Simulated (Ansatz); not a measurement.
# C3H12GaN: small, medium and large basis sets

One table from this session's results is given with a row withheld; the runs are named, their logs left out.

Computed with Ansatz 0.2.0, Gaussian basis. Level: one geometry, several basis sets.

Plan: PBE0-D4/def2-SVP; ωB97M-V/def2-SVP; PBE0-D4/def2-QZVPP; ωB97M-V/def2-QZVPP; the functionals' def2-TZVPP values are taken from earlier runs.

## Structure used throughout

The geometry comes from an earlier relaxation with PBE0-D4 in a triple-zeta def2 set; it is a stationary point, not always the lowest conformer.

17 atoms, charge 0, spin multiplicity 1.

Atoms are counted from 1 here; the program's logs count them from 0.

Bond lengths: C1–N2 1.463 Å, C1–H6 1.090 Å, C1–H7 1.097 Å, C1–H8 1.090 Å, N2–C3 1.463 Å, N2–C4 1.463 Å, N2–Ga5 2.141 Å, C3–H9 1.090 Å, C3–H10 1.090 Å, C3–H11 1.097 Å, C4–H12 1.090 Å, C4–H13 1.097 Å, C4–H14 1.090 Å, Ga5–H15 1.584 Å, Ga5–H16 1.584 Å, Ga5–H17 1.584 Å. Angles: N2–C1–H6 109.3°, N2–C1–H7 110.8°, N2–C1–H8 109.3°, H6–C1–H7 109.3°, H6–C1–H8 108.6°, H7–C1–H8 109.3°, C1–N2–C3 110.3°, C1–N2–C4 110.3°, C1–N2–Ga5 108.6°, C3–N2–C4 110.3°, C3–N2–Ga5 108.6°, C4–N2–Ga5 108.6°, N2–C3–H9 109.3°, N2–C3–H10 109.3°, N2–C3–H11 110.8°, H9–C3–H10 108.6°, H9–C3–H11 109.3°, H10–C3–H11 109.3° and more.

Set-up of the first run:

The input, in.yaml:

```yaml
crystal:
  periodic: [false, false, false]
  atoms:
    - {symbol: C, position_ang: [-0.397378, 0.308881, -1.432775]}
    - {symbol: N, position_ang: [0.102843, -0.048375, -0.105165]}
    - {symbol: C, position_ang: [1.381579, 0.614510, 0.151403]}
    - {symbol: C, position_ang: [0.250952, -1.499425, 0.008550]}
    - {symbol: Ga, position_ang: [-1.313789, 0.610451, 1.358702]}
    - {symbol: H, position_ang: [-0.529308, 1.389395, -1.489996]}
    - {symbol: H, position_ang: [0.302971, -0.013249, -2.213496]}
    - {symbol: H, position_ang: [-1.363420, -0.169238, -1.595156]}
    - {symbol: H, position_ang: [1.724661, 0.361000, 1.154507]}
    - {symbol: H, position_ang: [1.246644, 1.694534, 0.091851]}
    - {symbol: H, position_ang: [2.136971, 0.302110, -0.580433]}
    - {symbol: H, position_ang: [0.595459, -1.749529, 1.012025]}
    - {symbol: H, position_ang: [0.971732, -1.877110, -0.727402]}
    - {symbol: H, position_ang: [-0.715888, -1.974984, -0.156557]}
    - {symbol: H, position_ang: [-1.290762, 2.160545, 1.031434]}
    - {symbol: H, position_ang: [-2.566458, -0.228861, 0.872090]}
    - {symbol: H, position_ang: [-0.556006, 0.119047, 2.660517]}
basis:
  gaussian: {orbitals: def2-SVP}
hamiltonian: {xc: pbe0, dispersion: d4}
output: {orbitals: {seedname: orbitals}}
```

Launch:

```bash
ansatz run in.yaml --threads 8 --pin off --events-out ev --progress --plain --max-ram 18278MiB
```

Among the steps run: PBE0-D4 in def2-SVP; ωB97M-V in def2-SVP; PBE0-D4 in def2-QZVPP; ωB97M-V in def2-QZVPP.

One table of the session follows, with a row left open; its other results are not shown here.

```
functional       basis  HOMO (eV)  LUMO (eV)
   PBE0-D4    def2-SVP          ?          ?
   PBE0-D4  def2-TZVPP      -7.44       0.41
   PBE0-D4  def2-QZVPP      -7.45       0.16
   ωB97M-V    def2-SVP      -9.58       2.39
   ωB97M-V  def2-TZVPP      -9.70       1.94
   ωB97M-V  def2-QZVPP      -9.71       1.37
```

Estimate the missing values for PBE0-D4, def2-SVP.

The run gave: HOMO (eV): -7.37; LUMO (eV): 0.71. In the column «HOMO (eV)» it is the highest.
